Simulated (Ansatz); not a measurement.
# K2Hf: the cost of one run

Program: Ansatz 0.2.0. Level of theory: DFT PBE, scalar-relativistic, plane waves, PAW. These are calculated values, not measurements.

1 further run of the same task is left out (it didn't finish).

### Step 1. The structure to begin with

It takes space group Fm-3m (No. 225, cubic). Conventional cell: a = 7.137 Å, b = 7.137 Å, c = 7.137 Å, α = 90.00°, β = 90.00°, γ = 90.00°. Around K (site symmetry -43m) lie 4 Hf at 3.09 Å. Hf (site symmetry m-3m) is surrounded by 8 K at 3.09 Å.

As a file:

```xyz
3
Lattice="0.0000 3.5687 3.5687 3.5687 0.0000 3.5687 3.5687 3.5687 0.0000" Properties=species:S:1:pos:R:3 pbc="T T T"
K     1.7843    1.7843    1.7843
K     5.3530    5.3530    5.3530
Hf    0.0000    0.0000    0.0000
```

This is candidate A: fluorite type (Fm-3m, No. 225).

(A quick probe on a coarse mesh, which set the mesh and smearing, is not shown.)

### Step 3. Rough relaxation on the coarse mesh (candidate A)

File input.yaml:

```yaml
crystal:
  lattice:
    - [0.0, 3.5686559418, 3.5686559418]
    - [3.5686559418, 0.0, 3.5686559418]
    - [3.5686559418, 3.5686559418, 0.0]
  atoms:
    - { symbol: K, position: [0.25, 0.25, 0.25] }
    - { symbol: K, position: [0.75, 0.75, 0.75] }
    - { symbol: Hf, position: [0.0, 0.0, 0.0] }
basis:
  ecutwfc: 420
kpoints:
  mp_grid: { grid: [4, 4, 4] }
hamiltonian:
  xc: pbe
scf:
  occupations: { method: gaussian, width: 0.1 }
  lower_state_search: "off"
output:
  forces: true
  stress: true
  eigenvalues: true
relax:
  adjacent_minimum: "off"
  f_tol: 0.04
  max_steps: 70
  cell: { stress_tol: 0.4 }
```

Command:

```console
ansatz run input.yaml --threads 1 --pin off --max-ram 2560MiB --backend cpu --events-out ev --progress --plain --runs-dir out
```

**Question.** How long does this run take on 1 thread of Intel Xeon 6975P-C (Granite Rapids), shared host, and how much memory does it need?

About 10 s, with a peak of 0.45 GiB.
